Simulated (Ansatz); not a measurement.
I need an active-space calculation of CH3BrGe, SMILES [CH3][Ge][Br]. Use Ansatz 0.2.0, Python API. Use (for the species named): Hartree-Fock, def2-SVP basis, multiplicity 1.

```yaml
atoms:
  - { symbol: C, position_ang: [-0.4216, 0.3776, -0.2863] }
  - { symbol: Ge, position_ang: [0.2265, -0.3962, 1.3214] }
  - { symbol: Br, position_ang: [1.9700, -1.7970, 0.7598] }
  - { symbol: H, position_ang: [0.4051, 1.0210, -0.7953] }
  - { symbol: H, position_ang: [-1.3131, 1.0857, -0.0569] }
  - { symbol: H, position_ang: [-0.8248, -0.3551, -0.9889] }
```

Script `cas.py`:
```python
"""Static correlation in CH3BrGe: natural occupations of an active space."""

import ansatz


def main() -> None:
    system = (
        ansatz.Crystal.molecule()
        .atom("C", [-0.4216, 0.3776, -0.2863])
        .atom("Ge", [0.2265, -0.3962, 1.3214])
        .atom("Br", [1.97, -1.797, 0.7598])
        .atom("H", [0.4051, 1.021, -0.7953])
        .atom("H", [-1.3131, 1.0857, -0.0569])
        .atom("H", [-0.8248, -0.3551, -0.9889])
    )

    calc = system.calculation()
    calc = calc.basis(gaussian="def2-SVP").correlation(active_electrons=4, active_orbitals=4)
    for method in [None, "sc_nevpt2"]:
        r = (calc if method is None else calc.correlation(method)).run(threads=1).report
        space = r["configurations"]
        state = space["states"][0]
        print(method or "casscf", f"total {r['free_energy_ev'] / 27.211386246:.6f} Ha, active-space state {state['energy']['hartree']:.6f} Ha, mean field {r['reference_energy_ev'] / 27.211386246:.6f} Ha")
        print("  determinants", state["n_determinants"], " natural occupations", [round(n, 3) for n in space["natural_occupations"]])


if __name__ == "__main__":
    main()
```

Running `python cas.py` prints:
```text
casscf total -4686.842502 Ha, active-space state -4686.842502 Ha, mean field -4686.808133 Ha
  determinants 36  natural occupations [1.979, 1.931, 0.069, 0.021]
RunWarning: the results are in doubt because another end's mean lies 0.172 eV lower, and its corrected mean 0.004 eV higher
sc_nevpt2 total -4687.390302 Ha, active-space state -4686.838339 Ha, mean field -4686.808133 Ha
  determinants 36  natural occupations [1.985, 1.93, 0.068, 0.018]
```
(Warnings from the package without file and line.)

Reading the output:
- These settings explore the input space; basis and method may be short of convergence.
- The geometry is a force-field or estimated start, not a minimum of this method, and the basis set is short of its limit. The active space starts as a window about the frontier orbitals and is then optimised, not chosen by chemistry.
- A lower CASSCF solution was found and passed over, so the printed active-space state isn't the lowest.
- Wall time of the script: 40 s on 1 thread of Arm Neoverse V1, with other jobs on the host, peak memory 0.36 GiB.

(Lines on the test bed's own set-up are left out of the output.)
